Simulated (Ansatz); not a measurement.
Runs of Ansatz 0.2.0 on VWC2. It takes space group R-3m (No. 166, trigonal). Conventional cell: a = 3.034 Å, b = 3.034 Å, c = 14.802 Å, α = 90.00°, β = 90.00°, γ = 120.00°. Around W (site symmetry -3m) lie 6 C at 2.17 Å. V (site symmetry -3m) has 6 C at 2.11 Å as nearest neighbours. C (site symmetry 3m) is surrounded by 3 V at 2.11 Å and 3 W at 2.17 Å. The cell comes from a database or a generator and needn't be the stable form of this composition.

```tsv
level	U	hubbard projectors	double counting	gap on the mesh (eV)	pressure (GPa)	moment (μB)	largest force (eV/Å)
PBE+U	V d U = 6 eV, W d U = 6 eV	ortho-atomic (the default)	fll (the default)	none	(a)	0.94	1.82
PBE+U	V d U = 2 eV, W d U = 2 eV	ortho-atomic (the default)	fll (the default)	none	1.4	0.74	0.23
PBE	-	-	-	none	-2.0	0.00	0.09
PBE+U	V d U = 1 eV, W d U = 1 eV	ortho-atomic (the default)	fll (the default)	none	-1.6	0.00	0.09
PBE+U	V d U = 4 eV, W d U = 4 eV	ortho-atomic (the default)	fll (the default)	none	12.0	(b)	1.19
```

Alike in all rows: task projected density of states; potentials or basis Ansatz PAW; spin collinear, ferromagnetic start; cell as given; k mesh 10 × 10 × 10; cutoff (eV) 420; smearing fermi-dirac 0.05 eV.

Estimate the missing entries.

(a) 22.8; (b) 1.04.

Caveats: the density of states is complete only up to the lowest level of the last band computed; the magnetic or orbital state may not be the lowest (some runs); the U is typed as a test and isn't derived for this compound (some runs); forces of over 1 eV/Å show positions far from the minimum, so gaps and moduli don't describe the material at rest (some runs); the starting moments weren't kept (some runs).

A k mesh can miss the band edges, and the runs leave out spin-orbit coupling on W.

A gap of «none» marks a metal or a gap under the smearing width.
